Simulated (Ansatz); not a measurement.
Molecular dynamics of H$_{4}$CN$_{2}$O

The input (input.yaml):

```yaml
crystal:
  lattice:
    - [0.0, 5.63984, 4.73589]
    - [5.63984, 0.0, 4.73589]
    - [5.63984, 5.63984, 0.0]
  atoms:
    - { symbol: H, position: [0.39205, 0.89205, 0.36365] }
    - { symbol: H, position: [0.35225, 0.36365, 0.39205] }
    - { symbol: H, position: [0.89205, 0.39205, 0.35225] }
    - { symbol: H, position: [0.36365, 0.35225, 0.89205] }
    - { symbol: H, position: [0.7326, 0.2326, 0.9105] }
    - { symbol: H, position: [0.1243, 0.9105, 0.7326] }
    - { symbol: H, position: [0.2326, 0.7326, 0.1243] }
    - { symbol: H, position: [0.9105, 0.1243, 0.2326] }
    - { symbol: C, position: [0.414, 0.914, 0.086] }
    - { symbol: C, position: [0.086, 0.586, 0.914] }
    - { symbol: "N", position: [0.33925, 0.83925, 0.30545] }
    - { symbol: "N", position: [0.51605, 0.30545, 0.33925] }
    - { symbol: "N", position: [0.83925, 0.33925, 0.51605] }
    - { symbol: "N", position: [0.30545, 0.51605, 0.83925] }
    - { symbol: O, position: [0.5481, 0.0481, 0.9519] }
    - { symbol: O, position: [0.9519, 0.4519, 0.0481] }
    - { symbol: H, position: [0.89205, 0.39205, 0.86365] }
    - { symbol: H, position: [0.85225, 0.86365, 0.89205] }
    - { symbol: H, position: [0.39205, 0.89205, 0.85225] }
    - { symbol: H, position: [0.86365, 0.85225, 0.39205] }
    - { symbol: H, position: [0.2326, 0.7326, 0.4105] }
    - { symbol: H, position: [0.6243, 0.4105, 0.2326] }
    - { symbol: H, position: [0.7326, 0.2326, 0.6243] }
    - { symbol: H, position: [0.4105, 0.6243, 0.7326] }
    - { symbol: C, position: [0.914, 0.414, 0.586] }
    - { symbol: C, position: [0.586, 0.086, 0.414] }
    - { symbol: "N", position: [0.83925, 0.33925, 0.80545] }
    - { symbol: "N", position: [0.01605, 0.80545, 0.83925] }
    - { symbol: "N", position: [0.33925, 0.83925, 0.01605] }
    - { symbol: "N", position: [0.80545, 0.01605, 0.33925] }
    - { symbol: O, position: [0.0481, 0.5481, 0.4519] }
    - { symbol: O, position: [0.4519, 0.9519, 0.5481] }
basis:
  ecutwfc: 420.0
kpoints:
  mp_grid: { grid: [2, 2, 2] }
hamiltonian:
  xc: lda
scf:
  occupations: { method: fermi_dirac, width: 0.05 }
  lower_state_search: "off"
md:
  timestep: 0.5
  n_steps: 120
  ensemble: nve
  temperature: 1400.0
  initial_velocities: maxwell_boltzmann
  seed: 978199
```

Run as:

```bash
$ ansatz run input.yaml --threads 1 --pin off --max-ram 3072MiB --backend cpu --events-out ev --progress --plain --runs-dir out
```

It starts from an unrelaxed structure (largest force component 0.91 eV/Å).

Output, in part (step lines):

```
md step     0: t =     0.00 fs  T =  1400.0 K  F+E_penalty+E_count = -6441.46754048 eV  E_kin = 5.609884 eV  conserved = -6435.85765652 eV  (10 SCF iters)
md step     1: t =     0.50 fs  T =  1370.4 K  F+E_penalty+E_count = -6441.34643408 eV  E_kin = 5.491392 eV  conserved = -6435.85504224 eV  (8 SCF iters)
md step     2: t =     1.00 fs  T =  1306.9 K  F+E_penalty+E_count = -6441.08648847 eV  E_kin = 5.236673 eV  conserved = -6435.84981525 eV  (8 SCF iters)
md step     3: t =     1.50 fs  T =  1228.4 K  F+E_penalty+E_count = -6440.76706415 eV  E_kin = 4.922314 eV  conserved = -6435.84475018 eV  (8 SCF iters)
md step     4: t =     2.00 fs  T =  1153.5 K  F+E_penalty+E_count = -6440.46498637 eV  E_kin = 4.622308 eV  conserved = -6435.84267874 eV  (8 SCF iters)
md step     5: t =     2.50 fs  T =  1090.5 K  F+E_penalty+E_count = -6440.21343444 eV  E_kin = 4.369511 eV  conserved = -6435.84392365 eV  (5 SCF iters)
md step     6: t =     3.00 fs  T =  1035.8 K  F+E_penalty+E_count = -6439.99662329 eV  E_kin = 4.150466 eV  conserved = -6435.84615725 eV  (5 SCF iters)
md step     7: t =     3.50 fs  T =   982.0 K  F+E_penalty+E_count = -6439.78211245 eV  E_kin = 3.935063 eV  conserved = -6435.84704979 eV  (4 SCF iters)
[... lines left out ...]
```

The steps, from the saved trajectory:

| time (fs) | T (K) | potential energy less start (eV) | conserved less start (meV/atom) |
| --- | --- | --- | --- |
| 0.0 | 1400 | 0.000 | 0.00 |
| 2.0 | 1154 | 1.003 | 0.47 |
| 4.0 | 926 | 1.913 | 0.36 |
| 6.0 | 752 | 2.611 | 0.47 |
| 8.0 | 776 | 2.517 | 0.48 |
| 10.0 | 926 | 1.904 | 0.11 |
| 12.0 | 793 | 2.447 | 0.48 |
| 14.0 | 736 | 2.671 | 0.34 |
| 16.0 | 702 | 2.810 | 0.42 |
| 18.0 | 769 | 2.543 | 0.49 |
| 20.0 | 971 | 1.726 | 0.17 |
| 22.0 | 933 | 1.885 | 0.41 |
| 24.0 | 881 | 2.090 | 0.30 |
| 26.0 | 789 | 2.462 | 0.41 |
| 28.0 | 803 | 2.408 | 0.51 |
| 30.0 | 993 | 1.634 | 0.16 |
| 32.0 | 935 | 1.875 | 0.42 |
| 34.0 | 879 | 2.097 | 0.25 |
| 36.0 | 713 | 2.767 | 0.40 |
| 38.0 | 625 | 3.121 | 0.51 |
| 40.0 | 732 | 2.685 | 0.26 |
| 42.0 | 712 | 2.767 | 0.37 |
| 44.0 | 697 | 2.826 | 0.28 |
| 46.0 | 591 | 3.255 | 0.40 |
| 48.0 | 553 | 3.408 | 0.46 |
| 50.0 | 660 | 2.974 | 0.33 |
| 52.0 | 699 | 2.819 | 0.28 |
| 54.0 | 649 | 3.021 | 0.33 |
| 56.0 | 562 | 3.373 | 0.45 |
| 58.0 | 589 | 3.261 | 0.39 |
| 60.0 | 691 | 2.854 | 0.38 |

The run went to its last step. The conserved energy stayed within 0.55 meV per atom of its start (net change 0.38 meV per atom), so the integration is sound. The temperature averaged 0.50 of the 1400 K drawn at the start: a run that starts near a minimum puts about half its kinetic energy into the potential. A run of 0.06 ps of so small a system gives no equilibrium averages.

Mean squared displacements from the first frame to the last, about the centre of mass: H 0.57 Å², C 0.17 Å², N 0.42 Å², O 0.25 Å².

Last frame:

```xyz
32
Lattice="0.0000 5.6398 4.7359 5.6398 0.0000 4.7359 5.6398 5.6398 0.0000" Properties=species:S:1:pos:R:3
H 7.261 4.065 6.461
H 4.473 5.039 3.446
H 4.803 6.726 6.559
H 7.269 6.859 3.765
H 6.381 8.873 4.249
H 9.559 4.365 4.603
H 4.989 2.975 4.034
H 1.667 6.680 5.304
C 5.534 3.001 6.052
C 8.446 5.328 3.215
N 6.631 3.711 5.745
N 3.721 5.439 4.024
N 5.550 6.985 5.947
N 7.751 6.000 4.094
O 5.235 8.328 2.476
O 2.544 5.498 6.687
H 7.025 9.869 5.708
H 9.712 9.493 7.545
H 9.946 7.384 5.095
H 6.548 7.070 8.661
H 6.871 3.866 4.741
H 3.626 5.311 4.992
H 5.625 6.672 5.038
H 8.028 6.018 5.049
C 6.013 8.268 6.225
C 2.536 6.040 3.437
N 6.633 8.939 5.299
N 9.344 4.444 3.605
N 4.718 2.658 5.011
N 1.753 6.724 4.337
O 5.904 3.056 2.653
O 7.897 5.824 6.984
```

Run time: 5.6 min on 1 thread of Intel(R) Xeon(R) 6975P-C (Granite Rapids) (shared host), peak memory 0.71 GiB.
